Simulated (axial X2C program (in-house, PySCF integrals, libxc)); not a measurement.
# Linear ClZrCl at several levels

The task here is to estimate one member of a computed series from the others.

The runs use an in-house X2C program for linear molecules on PySCF integrals; all-electron X2C, two-component (2c) or spin-free, Cl dyall-av3z, Zr dyall-v3z.

All values are calculated.

2 further runs of the same task are left out: 2 set aside as unsound or not needed.

The first run:

File task.json:

```json
{"zs": [17, 40, 17], "q": 0, "bas": ["dyall-av3z", "dyall-v3z", "dyall-av3z"], "r0": [2.53, 2.53], "symm": 1, "scan": ["PBE0", "HF", "TPSSh"], "levels": ["PBE0", "HF", "B3LYP"], "nst": 2}
```

Keys: zs atomic numbers; q charge; bas basis sets; r0 starting distance in Å; symm equal bonds; scan levels of the two-bond scan (MP2 follows by itself at each HF point); levels methods; nst determinants followed.

Started as:

```console
python solin.py task.json out
```

Masses Cl 34.969, Zr 89.905, Cl 34.969 u.

Steps of the session up to this table: Scan at PBE0, 2c; Scan at HF, 2c; Scan at TPSSh, 2c.

One table of the session follows, with a row left open; its other results are not shown here.

| level | r(Cl–Zr) (Å) | r(Zr–Cl) (Å) | lower stretch (cm⁻¹) | upper stretch (cm⁻¹) |
| --- | --- | --- | --- | --- |
| PBE0, 2c | 2.364 | 2.364 | 341.0 | 404.6 |
| HF, 2c | 2.418 | 2.418 | 330.3 | 390.3 |
| TPSSh, 2c | 2.372 | 2.372 | 338.7 | 402.3 |
| MP2, 2c | 2.359 | 2.359 | 348.4 | 415.2 |
| PBE0, spin-free | 2.364 | 2.364 | 341.3 | 404.9 |
| HF, spin-free | 2.418 | 2.418 | 330.6 | 390.7 |
| TPSSh, spin-free | 2.371 | 2.371 | 338.9 | 402.6 |
| MP2, spin-free | ? | ? | ? | ? |

Q: Estimate the row for MP2, spin-free from the others.

**Answer.** r(Cl–Zr) (Å): 2.359; r(Zr–Cl) (Å): 2.359; lower stretch (cm⁻¹): 348.7; upper stretch (cm⁻¹): 415.4.

Scans not shown above were run alike.

To keep in mind: The molecule was held linear; bending was not examined, so a bent shape may lie lower. Note: functional without a current term on a determinant with orbital currents, of the molecule or an atom.
